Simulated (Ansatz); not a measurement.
# Ga4SnS7: the cost of one run

Program: Ansatz 0.2.0. Level of theory: DFT, levels as named, plane waves, PAW. These are calculated values, not measurements.

## (1) The structure to begin with

Symmetry: Pc, No. 7, monoclinic system. Conventional cell: a = 7.269 Å, b = 6.361 Å, c = 12.408 Å, α = 90.00°, β = 106.56°, γ = 90.00°. Ga (site symmetry 1) is surrounded by 4 S at 2.21 to 2.34 Å. Ga (site symmetry 1) has 4 S at 2.25 to 2.31 Å in its first shell of neighbours. Around Ga (site symmetry 1) lie 4 S at 2.23 to 2.33 Å. Around Ga (site symmetry 1) lie 4 S at 2.25 to 2.33 Å. Sn (site symmetry 1) is surrounded by 4 S at 2.65 to 2.99 Å. S (site symmetry 1) is surrounded by 2 Ga at 2.25 to 2.26 Å and 1 Sn at 2.94 Å. S (site symmetry 1) is surrounded by 2 Ga at 2.29 Å and 1 Sn at 2.65 Å. S (site symmetry 1) is surrounded by 3 Ga at 2.28 to 2.34 Å. Only part of the 12 independent sites is listed.

As a file:

```cif
data_structure
_symmetry_space_group_name_H-M 'Pc'
_symmetry_Int_Tables_number 7
_cell_length_a 7.2690
_cell_length_b 6.3610
_cell_length_c 12.4080
_cell_angle_alpha 90.000
_cell_angle_beta 106.556
_cell_angle_gamma 90.000
_cell_volume 549.94
loop_
_atom_site_label
_atom_site_type_symbol
_atom_site_symmetry_multiplicity
_atom_site_Wyckoff_symbol
_atom_site_fract_x
_atom_site_fract_y
_atom_site_fract_z
_atom_site_occupancy
Ga1 Ga 2 a 0.37694 0.42246 0.33157 1
Ga2 Ga 2 a 0.63305 0.92434 0.32399 1
Ga3 Ga 2 a 0.49941 0.75118 0.56557 1
Ga4 Ga 2 a 0.12557 0.93730 0.32184 1
Sn1 Sn 2 a 0.97536 0.61994 0.51941 1
S1 S 2 a 0.08686 0.27160 0.25932 1
S2 S 2 a 0.73497 0.93530 0.51663 1
S3 S 2 a 0.60834 0.26340 0.26093 1
S4 S 2 a 0.34244 0.75510 0.25035 1
S5 S 2 a 0.21707 0.93080 0.51492 1
S6 S 2 a 0.85827 0.73480 0.27548 1
S7 S 2 a 0.49360 0.41350 0.51695 1
```

## (2) PBE: cell and atoms

File input.yaml:

```yaml
crystal:
  lattice:
    - [7.269, 0.0, 0.0]
    - [0.0, 6.361, 0.0]
    - [-3.53568869, 0.0, 11.89358522]
  atoms:
    - { symbol: Ga, position: [0.37694, 0.42246, 0.33157] }
    - { symbol: Ga, position: [0.37694, 0.57754, 0.83157] }
    - { symbol: Ga, position: [0.63305, 0.92434, 0.32399] }
    - { symbol: Ga, position: [0.63305, 0.07566, 0.82399] }
    - { symbol: Ga, position: [0.49941, 0.75118, 0.56557] }
    - { symbol: Ga, position: [0.49941, 0.24882, 0.06557] }
    - { symbol: Ga, position: [0.12557, 0.9373, 0.32184] }
    - { symbol: Ga, position: [0.12557, 0.0627, 0.82184] }
    - { symbol: Sn, position: [0.97536, 0.61994, 0.51941] }
    - { symbol: Sn, position: [0.97536, 0.38006, 0.01941] }
    - { symbol: S, position: [0.08686, 0.2716, 0.25932] }
    - { symbol: S, position: [0.08686, 0.7284, 0.75932] }
    - { symbol: S, position: [0.73497, 0.9353, 0.51663] }
    - { symbol: S, position: [0.73497, 0.0647, 0.01663] }
    - { symbol: S, position: [0.60834, 0.2634, 0.26093] }
    - { symbol: S, position: [0.60834, 0.7366, 0.76093] }
    - { symbol: S, position: [0.34244, 0.7551, 0.25035] }
    - { symbol: S, position: [0.34244, 0.2449, 0.75035] }
    - { symbol: S, position: [0.21707, 0.9308, 0.51492] }
    - { symbol: S, position: [0.21707, 0.0692, 0.01492] }
    - { symbol: S, position: [0.85827, 0.7348, 0.27548] }
    - { symbol: S, position: [0.85827, 0.2652, 0.77548] }
    - { symbol: S, position: [0.4936, 0.4135, 0.51695] }
    - { symbol: S, position: [0.4936, 0.5865, 0.01695] }
  symmetry: { tolerance: 0.0003 }
hamiltonian:
  xc: pbe
  pseudopotentials: { kind: paw, azcp: { folder: soft_1 } }
basis:
  ecutwfc: 420
magnetization:
  spin_polarized: false
scf:
  occupations: { method: fermi_dirac, width: 0.02 }
kpoints:
  mp_grid: { grid: [4, 4, 2], shift: [0, 0, 0] }
output:
  forces: true
  stress: true
  eigenvalues: true
relax:
  max_steps: 60
  cell: {}
```

The run is started by

```sh
ansatz run input.yaml --threads 6 --pin off --max-ram 14336MiB --backend cpu --events-out ev --progress --plain --runs-dir out
```

What time and memory should one allow on 6 threads of Intel Xeon Platinum 8488C (Sapphire Rapids), shared host?

About 2.2 min, with a peak of 2.9 GiB.
